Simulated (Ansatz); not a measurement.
# ZnS: the cost of one run

Program: Ansatz 0.2.0. Level of theory: DFT r2SCAN, scalar-relativistic, plane waves, PAW. These are calculated values, not measurements.

## 1. The structure to begin with

The structure is cubic, space group F-43m (No. 216). The conventional cell has a = 5.409 Å, b = 5.409 Å, c = 5.409 Å, α = 90.00°, β = 90.00°, γ = 90.00°. Around Zn (site symmetry -43m) lie 4 S at 2.34 Å. S (site symmetry -43m) is surrounded by 4 Zn at 2.34 Å.

Coordinates:

```
Zn S
1.0
    -2.70465   -2.70465    0.00000
     2.70465   -2.70465    0.00000
     0.00000    0.00000   10.81860
Zn S
4 4
Direct
  0.00000 0.00000 0.00000
  0.50000 0.50000 0.25000
  0.00000 0.00000 0.50000
  0.50000 0.50000 0.75000
  0.50000 0.00000 0.37500
  0.00000 0.50000 0.62500
  0.50000 0.00000 0.87500
  0.00000 0.50000 0.12500
```

The cell is taken as given, not relaxed at this level.

## 2. Zero of the scan

File input.yaml:

```yaml
crystal:
  lattice:
    - [-2.70465, -2.70465, 0.0]
    - [2.70465, -2.70465, 0.0]
    - [0.0, 0.0, 10.8186]
  atoms:
    - { symbol: Zn, position: [0.0, 0.0, 0.0] }
    - { symbol: Zn, position: [0.5, 0.5, 0.25] }
    - { symbol: Zn, position: [0.0, 0.0, 0.5] }
    - { symbol: Zn, position: [0.5, 0.5, 0.75] }
    - { symbol: S, position: [0.5, 0.0, 0.375] }
    - { symbol: S, position: [0.0, 0.5, 0.625] }
    - { symbol: S, position: [0.5, 0.0, 0.875] }
    - { symbol: S, position: [0.0, 0.5, 0.125] }
basis:
  ecutwfc: 500
kpoints:
  mp_grid: { grid: [6, 6, 2] }
hamiltonian:
  xc: r2scan
scf:
  occupations: { method: gaussian, width: 0.05 }
output:
  forces: true
  stress: true
  eigenvalues: true
```

The run is started by

```bash
ansatz run input.yaml --threads 2 --pin off --max-ram 5120MiB --backend cpu --events-out ev --progress --plain --runs-dir out
```

Q: Estimate wall time and peak memory on 2 threads of Oxide Virtual Turin-like (Zen 5), shared host.

About 9.9 s, with a peak of 0.71 GiB.
